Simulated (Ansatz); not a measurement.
**C₄H₁₀Br₂Cl₂Ga₂: basis-set convergence**

One table from this session's results is given with a row withheld; the runs are named, their logs left out.

Computed with Ansatz 0.2.0, Gaussian basis. Level: one geometry, several basis sets.

The runs, in order: PBE0-D4/def2-SVP; ωB97M-V/def2-SVP; PBE0-D4/def2-QZVPP; ωB97M-V/def2-QZVPP; the functionals' def2-TZVPP values are taken from earlier runs.

## The geometry

All runs share one geometry, relaxed beforehand with PBE0-D4 in a triple-zeta def2 set.

SMILES `C[CH2][Ga@-]1([Cl])[Br+][Ga@-]([Cl])([CH2]C)[Br+]1`, 20 atoms, charge 0, spin multiplicity 1.

Atoms are counted from 1 here; the program's logs count them from 0.

Bond lengths: C1–C2 1.523 Å, C1–H11 1.093 Å, C1–H12 1.094 Å, C1–H13 1.092 Å, C2–Ga3 1.960 Å, C2–H14 1.093 Å, C2–H15 1.094 Å, Ga3–Cl4 2.145 Å, Ga3–Br5 2.499 Å, Ga3–Br10 2.503 Å, Br5–Ga6 2.499 Å, Ga6–Cl7 2.145 Å, Ga6–C8 1.960 Å, Ga6–Br10 2.503 Å, C8–C9 1.523 Å, C8–H16 1.093 Å, C8–H17 1.094 Å, C9–H18 1.093 Å and more. Angles: C2–C1–H11 111.7°, C2–C1–H12 111.0°, C2–C1–H13 111.7°, H11–C1–H12 107.3°, H11–C1–H13 107.5°, H12–C1–H13 107.4°, C1–C2–Ga3 112.8°, C1–C2–H14 111.4°, C1–C2–H15 111.3°, Ga3–C2–H14 107.1°, Ga3–C2–H15 106.9°, H14–C2–H15 107.0°, C2–Ga3–Cl4 126.0°, C2–Ga3–Br5 110.9°, C2–Ga3–Br10 109.1°, Cl4–Ga3–Br5 106.7°, Cl4–Ga3–Br10 106.3°, Br5–Ga3–Br10 92.6° and more.

Coordinates:

```mol
C4H10Br2Cl2Ga2
  3D, bonds by distance, orders not assigned

 20 20  0  0  0  0  0  0  0  0999 V2000
    3.1881   -0.7143   -0.7055 C   0  0
    2.4624    0.1211    0.3410 C   0  0
    1.3155   -0.9551    1.5112 Ga  0  0
    1.9753   -2.4823    2.8657 Cl  0  0
   -0.2718    0.4962    2.7837 Br  0  0
   -1.9547   -0.1205    1.0426 Ga  0  0
   -3.5857   -1.0642    2.0682 Cl  0  0
   -2.1067    1.2851   -0.3154 C   0  0
   -2.8371    0.8187   -1.5680 C   0  0
   -0.5231   -1.9693    0.1486 Br  0  0
    2.4876   -1.2393   -1.3598 H   0  0
    3.8180   -0.0859   -1.3416 H   0  0
    3.8346   -1.4656   -0.2461 H   0  0
    1.8258    0.8787   -0.1237 H   0  0
    3.1685    0.6504    0.9872 H   0  0
   -1.0917    1.6197   -0.5459 H   0  0
   -2.6214    2.1278    0.1549 H   0  0
   -3.8560    0.4940   -1.3446 H   0  0
   -2.3230   -0.0185   -2.0471 H   0  0
   -2.9046    1.6235   -2.3055 H   0  0
  1  2  8  0
  2  3  8  0
  3  4  8  0
  3  5  8  0
  5  6  8  0
  6  7  8  0
  6  8  8  0
  8  9  8  0
  6 10  8  0
  1 11  8  0
  1 12  8  0
  1 13  8  0
  2 14  8  0
  2 15  8  0
  8 16  8  0
  8 17  8  0
  9 18  8  0
  9 19  8  0
  9 20  8  0
  3 10  8  0
M  END
```

The first run:

in.yaml

```yaml
crystal:
  periodic: [false, false, false]
  atoms:
    - {symbol: C, position_ang: [3.188144, -0.714284, -0.705529]}
    - {symbol: C, position_ang: [2.462430, 0.121110, 0.340987]}
    - {symbol: Ga, position_ang: [1.315515, -0.955060, 1.511198]}
    - {symbol: Cl, position_ang: [1.975255, -2.482326, 2.865737]}
    - {symbol: Br, position_ang: [-0.271833, 0.496192, 2.783719]}
    - {symbol: Ga, position_ang: [-1.954713, -0.120502, 1.042644]}
    - {symbol: Cl, position_ang: [-3.585710, -1.064210, 2.068222]}
    - {symbol: C, position_ang: [-2.106669, 1.285053, -0.315350]}
    - {symbol: C, position_ang: [-2.837094, 0.818722, -1.567995]}
    - {symbol: Br, position_ang: [-0.523065, -1.969342, 0.148556]}
    - {symbol: H, position_ang: [2.487559, -1.239347, -1.359800]}
    - {symbol: H, position_ang: [3.817998, -0.085920, -1.341574]}
    - {symbol: H, position_ang: [3.834575, -1.465617, -0.246056]}
    - {symbol: H, position_ang: [1.825828, 0.878726, -0.123724]}
    - {symbol: H, position_ang: [3.168499, 0.650383, 0.987186]}
    - {symbol: H, position_ang: [-1.091705, 1.619663, -0.545942]}
    - {symbol: H, position_ang: [-2.621430, 2.127773, 0.154899]}
    - {symbol: H, position_ang: [-3.856029, 0.493978, -1.344610]}
    - {symbol: H, position_ang: [-2.322952, -0.018450, -2.047052]}
    - {symbol: H, position_ang: [-2.904604, 1.623458, -2.305527]}
basis:
  gaussian: {orbitals: def2-SVP}
hamiltonian: {xc: pbe0, dispersion: d4}
output: {orbitals: {seedname: orbitals}}
```

Started as:

```console
$ ansatz run in.yaml --threads 11 --pin off --events-out ev --progress --plain --max-ram 120832MiB --backend cpu
```

Among the steps run: PBE0-D4 in def2-SVP; ωB97M-V in def2-SVP; PBE0-D4 in def2-QZVPP; ωB97M-V in def2-QZVPP.

One table of the session follows, with a row left open; its other results are not shown here.

It belongs to the step «Density functionals: the series». 

| functional | basis | HOMO (eV) |
| --- | --- | --- |
| PBE0-D4 | def2-SVP | -8.15 |
| PBE0-D4 | def2-TZVPP | -8.18 |
| PBE0-D4 | def2-QZVPP | -8.20 |
| ωB97M-V | def2-SVP | ? |
| ωB97M-V | def2-TZVPP | -10.32 |
| ωB97M-V | def2-QZVPP | -10.34 |

Estimate the missing values for ωB97M-V, def2-SVP.

As computed: HOMO (eV): -10.27. In the column «HOMO (eV)» it lies between ωB97M-V, def2-TZVPP (-10.32) and PBE0-D4, def2-QZVPP (-8.20).
